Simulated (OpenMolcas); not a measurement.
# Er²⁺ among point charges: CASSCF levels and susceptibility

Aim: the splitting of the states of Er²⁺ in the field of 6 point charges, its lowest levels with spin-orbit coupling and its magnetic susceptibility.

The numbers are computed with OpenMolcas 26.06 (state-averaged CASSCF, spin-orbit coupling by RASSI with atomic mean-field integrals), except any that are marked as measured or tabulated.

## (1) The system

* Species: Er²⁺ (erbium, Z = 68, 66 electrons)
* Basis: ANO-RCC-VTZP [8s7p5d3f2g1h], 104 functions
* Scalar Hamiltonian: DKH2, point nucleus
* Inactive shells: 1s 2s 2p 3s 3p 3d 4s 4p 4d 5s 5p
* Active space: 12 electrons in 7 orbitals (4f)
* Some configurations of this space: 4f12
* Orbitals: optimised for the highest spin of each parity, averaged over all roots

The outer shells:

4f12
```
4f [↑↓][↑↓][↑↓][↑↓][↑↓][↑ ][↑ ]
```

The ion sits among 6 point charges of -1.5 e arranged as a trigonal prism (D3h), 2.7 Å from the ion, with a polar angle of 49.6° against the regular 49.1°.

Each step is its own input file, run in one work folder so that later steps find the files of earlier ones. Labels, J, g values, rates, χT and fits are worked out afterwards by a script from the matrices that RASSI stores.

## (2) One- and two-electron integrals

The input, a.inp:

```
&GATEWAY
Coord
1

Er 0.0 0.0 0.0
Basis=ANO-RCC-VTZP
Group=NoSym
NoMove
AngMom=0.0 0.0 0.0
AMFI
XField
6 Angstrom 0
2.055879 0.000000 1.750247 -1.500000
-1.027939 1.780443 1.750247 -1.500000
-1.027939 -1.780443 1.750247 -1.500000
2.055879 0.000000 -1.750247 -1.500000
-1.027939 1.780443 -1.750247 -1.500000
-1.027939 -1.780443 -1.750247 -1.500000
&SEWARD
```

## (3) CASSCF: triplets, 21 roots

The input, a.inp:

```
&RASSCF
FileOrb=start.orb
Symmetry=1
Spin=3
nActEl=12 0 0
Inactive=27
Ras2=7
CIRoot=21 21 1
SDav=21
CIMx=300
Iter=120 100
PrWF=0.3
OrbListing=Nothing
MaxOrb=0
>>> COPY $Project.JobIph JOB001
```

start.orb holds the contracted functions of the basis, ordered by shell, or the orbitals of the step before.

## (4) CASSCF: singlets, 28 roots

The input, a.inp:

```
&RASSCF
FileOrb=start.orb
Symmetry=1
Spin=1
nActEl=12 0 0
Inactive=27
Ras2=7
CIRoot=28 28 1
SDav=28
CIMx=300
Iter=120 100
PrWF=0.3
OrbListing=Nothing
MaxOrb=0
CIOnly
>>> COPY $Project.JobIph JOB002
```

## (5) State interaction with spin-orbit coupling

The input, a.inp:

```
&RASSI
NrOfJobIphs=2 21 27
1 2 3 4 5 6 7 8 9 10 11 12 13 14 15 16 17 18 19 20 21
1 2 3 4 5 6 7 8 9 10 11 12 13 14 15 16 17 18 19 20 21 22 23 24 25 26 27
IphNames
JOB001
JOB002
EJob
SpinOrbit
DIPRint=1.0
SOCoupling=1000.0
Subsets=2
Property=9
'ANGMOM' 1 'ANGMOM' 2 'ANGMOM' 3 'MLTPL  1' 1 'MLTPL  1' 2 'MLTPL  1' 3
'AMFI' 1 'AMFI' 2 'AMFI' 3
SOProperty=3
'ANGMOM' 1 'ANGMOM' 2 'ANGMOM' 3
```

Before running it: what results should come out? Wanted: spin-free ground state; first state of the same spin within the active space; lowest level; next level.

As calculated:

| quantity | value |
| --- | --- |
| method | CASSCF |
| spin-free ground state | 3A2, 1-fold in its orbital part |
| first state of the same spin within the active space | 3E at 56.1 cm⁻¹ |
| lowest level | 1-fold A1 |
| next level | 37.2 cm⁻¹ |
| χT at 300 K | 7.00 cm³ K/mol |
| effective moment at 300 K | 7.48 μB |

What this shows: The spin-free ground state (3A2) comes to 100 % from free-ion H terms and keeps the highest spin of the shell. The singlets rest on orbitals optimised for another spin in at least one step, which raises them against the optimised states. Not all states of the active space went into the spin-orbit step. Point charges carry no covalency, so the field is a model and not that of real ligands.
